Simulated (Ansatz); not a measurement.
# C₂H₆BBrO: how energies converge with the basis set

One table from this session's results is given with a row withheld; the runs are named, their logs left out.

Computed with Ansatz 0.2.0, Gaussian basis. Level: one geometry, several basis sets.

Levels to be run: PBE0-D4/def2-SVP; ωB97M-V/def2-SVP; PBE0-D4/def2-QZVPP; ωB97M-V/def2-QZVPP; the functionals' def2-TZVPP values are taken from earlier runs.

### The geometry

The geometry comes from an earlier relaxation with PBE0-D4 in a triple-zeta def2 set; it is a stationary point, not always the lowest conformer.

11 atoms, charge 0, spin multiplicity 1.

Atoms are counted from 1 here; the program's logs count them from 0.

Bond lengths: B1–C2 1.563 Å, B1–Br5 2.126 Å, B1–H6 1.198 Å, B1–H7 1.195 Å, C2–C3 1.485 Å, C2–O4 1.307 Å, C3–H8 1.086 Å, C3–H9 1.094 Å, C3–H10 1.098 Å, O4–H11 0.968 Å. Angles: C2–B1–Br5 81.5°, C2–B1–H6 114.8°, C2–B1–H7 116.1°, Br5–B1–H6 107.5°, Br5–B1–H7 109.1°, H6–B1–H7 120.1°, B1–C2–C3 124.2°, B1–C2–O4 119.4°, C3–C2–O4 116.3°, C2–C3–H8 111.1°, C2–C3–H9 112.7°, C2–C3–H10 106.6°, H8–C3–H9 109.7°, H8–C3–H10 108.4°, H9–C3–H10 108.2°, C2–O4–H11 111.6°.

Set-up of the first run:

File in.yaml:

```yaml
crystal:
  periodic: [false, false, false]
  atoms:
    - {symbol: B, position_ang: [-0.970986, 1.078412, -0.484160]}
    - {symbol: C, position_ang: [-0.208242, -0.251078, -0.179760]}
    - {symbol: C, position_ang: [0.752393, -0.424076, 0.938885]}
    - {symbol: O, position_ang: [-0.477951, -1.319862, -0.881406]}
    - {symbol: Br, position_ang: [0.807333, 1.478667, -1.578355]}
    - {symbol: H, position_ang: [-1.014713, 1.852574, 0.429018]}
    - {symbol: H, position_ang: [-1.888157, 0.996711, -1.245297]}
    - {symbol: H, position_ang: [1.123247, 0.535708, 1.287546]}
    - {symbol: H, position_ang: [1.594330, -1.071843, 0.675788]}
    - {symbol: H, position_ang: [0.197037, -0.898763, 1.757901]}
    - {symbol: H, position_ang: [0.151109, -2.033348, -0.699660]}
basis:
  gaussian: {orbitals: def2-SVP}
hamiltonian: {xc: pbe0, dispersion: d4}
output: {orbitals: {seedname: orbitals}}
```

On the command line:

```sh
ansatz run in.yaml --threads 4 --pin off --events-out ev --progress --plain --max-ram 10444MiB
```

Steps of the session up to this table: PBE0-D4 in def2-SVP; ωB97M-V in def2-SVP; PBE0-D4 in def2-QZVPP; ωB97M-V in def2-QZVPP.

One table of the session follows, with a row left open; its other results are not shown here.

It belongs to the step «Functionals by basis». 

| functional | basis | HOMO (eV) | LUMO (eV) |
| --- | --- | --- | --- |
| PBE0-D4 | def2-SVP | -7.28 | -1.84 |
| PBE0-D4 | def2-TZVPP | ? | ? |
| PBE0-D4 | def2-QZVPP | -7.48 | -2.00 |
| ωB97M-V | def2-SVP | -9.45 | 0.32 |
| ωB97M-V | def2-TZVPP | -9.66 | 0.14 |
| ωB97M-V | def2-QZVPP | -9.68 | 0.08 |

Q: Estimate the row for PBE0-D4, def2-TZVPP from the others.

The run gave: HOMO (eV): -7.46; LUMO (eV): -1.96. In the column «HOMO (eV)» it lies between PBE0-D4, def2-QZVPP (-7.48) and PBE0-D4, def2-SVP (-7.28).
